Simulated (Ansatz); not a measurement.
**GdO (CsCl type): a single-point run**

Aim: a sound single-point run of GdO (CsCl type). The structure is shown as the input types it.

Method: DFT r2SCAN, scalar-relativistic, plane waves, PAW, in Ansatz 0.2.0.

## 1. The structure to begin with

Symmetry: Pm-3m, No. 221, cubic system. Conventional cell: a = 2.994 Å, b = 2.994 Å, c = 2.994 Å, α = 90.00°, β = 90.00°, γ = 90.00°. Gd (site symmetry m-3m) is surrounded by 8 O at 2.59 Å. O (site symmetry m-3m) has 8 Gd at 2.59 Å in its first shell of neighbours.

Structure file:

```xyz
2
Lattice="2.9945 0.0000 0.0000 0.0000 2.9945 0.0000 0.0000 0.0000 2.9945" Properties=species:S:1:pos:R:3 pbc="T T T"
Gd    0.0000    0.0000    0.0000
O     1.4972    1.4972    1.4972
```

## 2. Input and run

File input.yaml:

```yaml
crystal:
  lattice:
    - [2.9944849749, 0.0, 0.0]
    - [0.0, 2.9944849749, 0.0]
    - [0.0, 0.0, 2.9944849749]
  atoms:
    - { symbol: Gd, position: [0.0, 0.0, 0.0], spin: 7.0 }
    - { symbol: O, position: [0.5, 0.5, 0.5] }
basis:
  ecutwfc: 500
  ecutrho_ratio: 4
kpoints:
  mp_grid: { grid: [12, 12, 12] }
hamiltonian:
  xc: r2scan
scf:
  occupations: { method: gaussian, width: 0.05 }
  max_iter: 100
output:
  forces: true
  Stress: true
magnetization:
  spin_polarized: true
```

Run with:

```sh
> ansatz run input.yaml --threads 2 --pin off --max-ram 2662MiB --backend cpu --events-out ev --progress --plain --runs-dir out
```

What happens when this is run?

The program refused the input before any cycle. It says: «line 21 column 3: unknown field `Stress`, expected one of write_density, write_potential, write_potential_components, volumetric_format, ...»

In the input, output.Stress is true. A key is misspelt, and the program accepts no key that it doesn't know.

The cure: correct the name of the key.
